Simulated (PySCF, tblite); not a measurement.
**C8H13PS: geometry, infrared bands and NMR shifts**

Wanted: the infrared bands and NMR shifts of C8H13PS (`Cc1pc(C(C)(C)C)cs1`), by calculation.

Programs: tblite 0.8.0 and PySCF 2.14.0, with density-fitted response routines of our own. Each step states its level of theory. These are calculated values for one molecule in the gas phase, unless marked as measured. Atoms are numbered from 0 throughout.

### Step 1. The molecule as given

23 atoms, charge 0, multiplicity 1; geometry from: force field or distance geometry start.

Bonds of the start (Å): C0–C1 1.50, C1–P2 1.82, P2–C3 1.89, C3–C4 1.55, C4–C5 1.55, C4–C6 1.55, C4–C7 1.54, C3–C8 1.39, C8–S9 1.71, S9–C1 1.72, C0–H10 1.09, C0–H11 1.09, C0–H12 1.08, C5–H13 1.10, C5–H14 1.10, C5–H15 1.09, C6–H16 1.10, C6–H17 1.09, C6–H18 1.09, C7–H19 1.10, C7–H20 1.11, C7–H21 1.10, C8–H22 1.09.

### Step 2. Relaxing the molecule with GFN2-xTB

What the job is given:

```
{"job": {"kind": "relax", "xc": "GFN2-xTB", "basis": "xTB"}, "charge": 0, "multiplicity": 1}
C      4.162500    -0.644000    -0.251200
C      2.761600    -0.139000    -0.038500
P      1.319200    -1.157000    -0.493400
C      0.174200     0.214300     0.111800
C     -1.355000    -0.002100     0.026500
C     -2.141700     1.216300     0.569600
C     -1.793900    -0.177800    -1.454400
C     -1.798300    -1.224000     0.844900
C      0.810100     1.334400     0.641400
S      2.523100     1.404500     0.683200
H      4.167400    -1.638300    -0.707900
H      4.691900    -0.708400     0.701400
H      4.698000     0.035900    -0.905000
H     -1.897000     2.131500     0.014000
H     -1.911400     1.403300     1.631700
H     -3.222200     1.062300     0.508600
H     -2.885000    -0.242500    -1.528300
H     -1.464900     0.656600    -2.068500
H     -1.388700    -1.092800    -1.888600
H     -1.475600    -1.144000     1.891000
H     -2.899600    -1.322200     0.840900
H     -1.399300    -2.161600     0.443100
H      0.319900     2.221600     1.051500
```

Run with:

```
OMP_NUM_THREADS=1 python probes_run.py task.json out
```

This one command runs all jobs of the session in turn.

**Question.** This job is followed by: GFN2-xTB harmonic vibrations, gas phase; GIAO PBE0/pcSseg-1 NMR shielding, non-relativistic, gas phase. Predict these results of the whole session: strongest single infrared mode (GFN2-xTB); zero-point energy (GFN2-xTB); 13C shifts against TMS (PBE0/pcSseg-1, means over atoms taken as alike); 1H shifts against TMS (PBE0/pcSseg-1, means over atoms taken as alike); 31P shifts against H3PO4 (PBE0/pcSseg-1); 33S shifts against CS2 (PBE0/pcSseg-1).

The runs gave:

| quantity | value |
| --- | --- |
| strongest single infrared mode (GFN2-xTB) | 3031 cm⁻¹, 96 km/mol |
| zero-point energy (GFN2-xTB) | 118.0 kcal/mol |
| 13C shifts against TMS (PBE0/pcSseg-1, means over atoms taken as alike) | 196.1, 184.1, 134.6, 38.9, 35.7, 21.7 ppm |
| 1H shifts against TMS (PBE0/pcSseg-1, means over atoms taken as alike) | 7.41, 3.03, 1.48 ppm |
| 31P shifts against H3PO4 (PBE0/pcSseg-1) | 230.1 ppm |
| 33S shifts against CS2 (PBE0/pcSseg-1) | 320 ppm |

In words: Over 47 steps the energy fell by 0.489 eV; of the close pairs, C1–P2 changed most, 1.823 to 1.710 Å. All 63 modes are real, so the xTB geometry is a minimum. Unscaled tight-binding wavenumbers are off by several per cent, some by more. Its intensities can rank the bands wrongly. At PBE0/pcSseg-1: Shielding is most anisotropic at P2 (span 479 ppm, paramagnetic term -884 ppm). NICS(1)zz of -20 ppm above the planar ring from C1 marks a diatropic (aromatic) ring current.
